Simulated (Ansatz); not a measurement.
# InSiH3F2: small, medium and large basis sets

How large a basis does InSiH3F2 need? Two functionals are run in growing sets.

The runs use Ansatz 0.2.0, Gaussian basis; one geometry, several basis sets.

Levels to be run: PBE0-D4/def2-SVP; ωB97M-V/def2-SVP; PBE0-D4/def2-QZVPP; ωB97M-V/def2-QZVPP; the functionals' def2-TZVPP values are taken from earlier runs.

## 1. The relaxed structure

An earlier PBE0-D4/def2-TZVP relaxation fixed the geometry. In takes the def2 core potential; no spin-orbit term is included.

SMILES `[F][In]([F])[SiH3]`, 7 atoms, charge 0, spin multiplicity 1.

Atoms are counted from 1 here; the program's logs count them from 0.

Bond lengths: F1–In2 1.944 Å, In2–F3 1.944 Å, In2–Si4 2.541 Å, Si4–H5 1.482 Å, Si4–H6 1.483 Å, Si4–H7 1.482 Å. Angles: F1–In2–F3 106.0°, F1–In2–Si4 126.9°, F3–In2–Si4 127.2°, In2–Si4–H5 108.7°, In2–Si4–H6 107.5°, In2–Si4–H7 108.5°, H5–Si4–H6 110.6°, H5–Si4–H7 110.9°, H6–Si4–H7 110.5°.

Geometry (Å):

```
F     0.0855   -2.4642    1.5814
In    0.7303   -0.8960    0.6300
F     2.6647   -0.9109    0.8242
Si   -0.6758    0.8289   -0.5966
H     0.1608    1.4711   -1.6375
H    -1.1252    1.8296    0.4019
H    -1.8403    0.1416   -1.2034
```

## 2. PBE0-D4 in def2-SVP

in.yaml reads:

```yaml
crystal:
  periodic: [false, false, false]
  atoms:
    - {symbol: F, position_ang: [0.085505, -2.464231, 1.581430]}
    - {symbol: In, position_ang: [0.730313, -0.895967, 0.629955]}
    - {symbol: F, position_ang: [2.664726, -0.910927, 0.824165]}
    - {symbol: Si, position_ang: [-0.675844, 0.828876, -0.596563]}
    - {symbol: H, position_ang: [0.160804, 1.471133, -1.637509]}
    - {symbol: H, position_ang: [-1.125200, 1.829566, 0.401924]}
    - {symbol: H, position_ang: [-1.840304, 0.141550, -1.203403]}
basis:
  gaussian: {orbitals: def2-SVP}
hamiltonian: {xc: pbe0, dispersion: d4}
output: {orbitals: {seedname: orbitals}}
```

Started as:

```sh
> ansatz run in.yaml --threads 2 --pin off --events-out ev --progress --plain --max-ram 22528MiB --backend cpu
```

After this run come: ωB97M-V in def2-SVP; PBE0-D4 in def2-QZVPP; ωB97M-V in def2-QZVPP.

**Question.** What will the summary of the whole plan be? Wanted: PBE0-D4: double and triple zeta above quadruple; ωB97M-V: double and triple zeta above quadruple.

The runs gave:

```
                                       quantity           value
PBE0-D4: double and triple zeta above quadruple  10.69, 0.64 eV
ωB97M-V: double and triple zeta above quadruple  10.86, 0.61 eV
```

For PBE0-D4 the step from double to triple zeta gains 10.05 eV and the next only 0.64 eV. Total energies overstate the basis error of differences, where much of it tends to cancel.
